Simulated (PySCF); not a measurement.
# C6HN3: the cost of one run

Programs: PySCF 2.14.0, with routines of our own; each step states its level. All values are computed. Atoms count from 0.

## (1) The starting structure

10 atoms, charge 0, multiplicity 1; geometry from: GFN2-xTB.

## (2) Geometry optimisation at PBE0-D3(BJ)/def2-SVP

What the job is given:

```
{"job": {"xc": "PBE0", "basis": "def2-SVP", "d3": "d3bj", "grid": 2, "kind": "geom"}, "charge": 0, "multiplicity": 1}
N      3.051683     1.726915     0.321610
C      2.352707     0.910768    -0.069896
C      1.504522    -0.107984    -0.565105
C      0.253623    -0.189409    -0.226036
C     -1.008607    -0.252803     0.130191
C     -1.433388    -0.999702     1.263321
N     -1.785142    -1.602433     2.168451
C     -2.031434     0.406006    -0.606151
N     -2.859726     0.929362    -1.194633
H      1.964643    -0.816065    -1.244279
```

Launch:

```
$ OMP_NUM_THREADS=1 python excited_run.py task.json out
```

The driver reads the jobs from task.json and runs them one after another.

**Question.** How long does this first job take on 1 thread of Arm Neoverse V1, shared host, and how much memory does it need?

About 37 s, with a peak of 0.69 GiB.
